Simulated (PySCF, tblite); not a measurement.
# C7H11P: geometry, infrared bands and NMR shifts

Wanted: the infrared bands and NMR shifts of C7H11P (`CC#CP(C)C1CC1`), by calculation.

Computed with tblite 0.8.0 and PySCF 2.14.0, with density-fitted response routines of our own, on a single molecule in the gas phase. Atoms count from 0, in the outputs and in this text.

### 1 The molecule as given

19 atoms, charge 0, multiplicity 1; geometry from: force field or distance geometry start.

Bonds of the start (Å): C0–C1 1.50, C1–C2 1.19, C2–P3 1.80, P3–C4 1.83, P3–C5 1.82, C5–C6 1.50, C6–C7 1.51, C7–C5 1.51, C0–H8 1.10, C0–H9 1.10, C0–H10 1.12, C4–H11 1.12, C4–H12 1.13, C4–H13 1.10, C5–H14 1.13, C6–H15 1.13, C6–H16 1.10, C7–H17 1.14, C7–H18 1.09.

### 2 Relaxing the molecule with GFN2-xTB

Job settings and geometry (Å):

```
{"job": {"kind": "relax", "xc": "GFN2-xTB", "basis": "xTB"}, "charge": 0, "multiplicity": 1}
C      3.445400    -1.313600     0.195600
C      2.184400    -0.559000    -0.114800
C      1.192600     0.056900    -0.357400
P     -0.284700     1.014200    -0.749700
C     -0.287100     2.705600    -0.061300
C     -1.815200     0.039400    -0.560300
C     -2.265600    -0.547400     0.746400
C     -1.725400    -1.448800    -0.343200
H      4.241500    -0.638200     0.528100
H      3.226300    -2.027900     0.998500
H      3.795300    -1.842800    -0.723000
H     -1.114300     3.303600    -0.511000
H      0.649700     3.205200    -0.439600
H     -0.224300     2.785200     1.034800
H     -2.667600     0.386200    -1.210500
H     -3.376600    -0.703200     0.916400
H     -1.683500    -0.434400     1.676500
H     -2.494500    -2.015400    -0.964900
H     -0.806300    -1.956500    -0.068200
```

Command:

```sh
> OMP_NUM_THREADS=1 python probes_run.py task.json out
```

This one command runs all jobs of the session in turn.

**Question.** This job is followed by: GFN2-xTB harmonic vibrations, gas phase; GIAO PBE0/pcSseg-1 NMR shielding, non-relativistic, gas phase. What will the session give for the following? strongest single infrared mode (GFN2-xTB); zero-point energy (GFN2-xTB); 13C shifts against TMS (PBE0/pcSseg-1, means over atoms taken as alike); 1H shifts against TMS (PBE0/pcSseg-1, means over atoms taken as alike); 31P shifts against H3PO4 (PBE0/pcSseg-1).

As calculated:

| quantity | value |
| --- | --- |
| strongest single infrared mode (GFN2-xTB) | 2316 cm⁻¹, 94 km/mol |
| zero-point energy (GFN2-xTB) | 97.1 kcal/mol |
| 13C shifts against TMS (PBE0/pcSseg-1, means over atoms taken as alike) | 110.7, 83.0, 17.5, 11.4, 6.0, 5.2 ppm |
| 1H shifts against TMS (PBE0/pcSseg-1, means over atoms taken as alike) | 2.08, 1.29, 0.71, 0.64, 0.48 ppm |
| 31P shifts against H3PO4 (PBE0/pcSseg-1) | -65.8 ppm |

**Reading.** Relaxing lowered the energy by 1.498 eV in 100 steps; the close pair that moved most is C7–H17, from 1.140 to 1.080 Å. All 51 modes are real, so the xTB geometry is a minimum. The strongest single mode, at 2316 cm⁻¹, moves mainly C1 and C2. Unscaled tight-binding wavenumbers are off by several per cent, some by more. Its intensities can rank the bands wrongly.
